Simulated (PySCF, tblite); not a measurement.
# C6H11FOSi: geometry, infrared bands and NMR shifts

What infrared bands and NMR shifts should C6H11FOSi (`C=C1CO[C@@H](CF)C[SiH2]1`) show?

The runs use tblite 0.8.0 and PySCF 2.14.0, with density-fitted response routines of our own; the level of theory stands in each step. All values are computed, except where a source is named. Atoms are numbered from 0 throughout.

## 1. The starting structure

20 atoms, charge 0, multiplicity 1; geometry from: force field or distance geometry start.

Bonds of the start (Å): C0–C1 1.36, C1–C2 1.49, C2–O3 1.44, O3–C4 1.44, C4–C5 1.53, C5–F6 1.36, C4–C7 1.54, C7–Si8 1.87, Si8–C1 1.86, C0–H9 1.08, C0–H10 1.08, C2–H11 1.09, C2–H12 1.10, C4–H13 1.11, C5–H14 1.09, C5–H15 1.08, C7–H16 1.10, C7–H17 1.10, Si8–H18 1.49, Si8–H19 1.49.

## 2. Geometry optimisation with GFN2-xTB

What the job is given:

```
{"job": {"kind": "relax", "xc": "GFN2-xTB", "basis": "xTB"}, "charge": 0, "multiplicity": 1}
C      2.972400    -0.729300     0.237200
C      1.750100    -0.182200    -0.003600
C      0.949300    -0.470000    -1.228900
O     -0.382700    -0.906100    -0.916500
C     -1.244400     0.134400    -0.428000
C     -2.692300    -0.350700    -0.546100
F     -3.532100     0.659900    -0.200200
C     -0.898700     0.484700     1.026500
Si     0.901700     0.962000     1.200000
H      3.421400    -1.404700    -0.471400
H      3.526400    -0.522000     1.141900
H      1.399600    -1.274300    -1.813100
H      0.889300     0.411300    -1.881300
H     -1.132900     1.020900    -1.079400
H     -2.881600    -1.199600     0.110900
H     -2.923300    -0.654500    -1.556200
H     -1.550500     1.285400     1.396400
H     -1.071500    -0.406500     1.654300
H      1.102700     2.369000     0.759500
H      1.391800     0.782900     2.595000
```

Run with:

```console
$ OMP_NUM_THREADS=1 python probes_run.py task.json out
```

The driver reads the jobs from task.json and runs them one after another.

**Question.** This job is followed by: GFN2-xTB harmonic vibrations, gas phase; GIAO PBE0/pcSseg-1 NMR shielding, non-relativistic, gas phase. Predict these results of the whole session: strongest single infrared mode (GFN2-xTB); zero-point energy (GFN2-xTB); 13C shifts against TMS (PBE0/pcSseg-1); 1H shifts against TMS (PBE0/pcSseg-1); 17O shifts against H2O (PBE0/pcSseg-1); 19F shifts against CFCl3 (PBE0/pcSseg-1); 29Si shifts against TMS (PBE0/pcSseg-1).

As calculated:

```
                                 quantity                                                                 value
strongest single infrared mode (GFN2-xTB)                                                 2273 cm⁻¹, 326 km/mol
             zero-point energy (GFN2-xTB)                                                         96.8 kcal/mol
   13C shifts against TMS (PBE0/pcSseg-1)                              150.0, 133.9, 91.3, 82.1, 79.8, 16.2 ppm
    1H shifts against TMS (PBE0/pcSseg-1)  6.02, 5.77, 4.93, 4.62, 4.54, 4.47, 4.37, 4.26, 3.59, 1.41, 0.77 ppm
   17O shifts against H2O (PBE0/pcSseg-1)                                                              66.1 ppm
 19F shifts against CFCl3 (PBE0/pcSseg-1)                                                            -261.8 ppm
  29Si shifts against TMS (PBE0/pcSseg-1)                                                             -55.3 ppm
```

The optimisation took 30 steps and gained 0.130 eV; among the close pairs (by a distance rule), C0–C1 changed most, from 1.361 to 1.325 Å. All 54 modes are real, so the xTB geometry is a minimum. The strongest single mode, at 2273 cm⁻¹, moves mainly H19. GFN2-xTB is a fitted tight-binding method: band positions and strengths are rough. Its intensities can rank the bands wrongly. C1 (fully substituted alkene carbon) lies farthest downfield among carbon, at 150.0 ppm; the olefinic region. At PBE0/pcSseg-1: The largest span, 259 ppm, is at C1, where the paramagnetic term is -229 ppm.
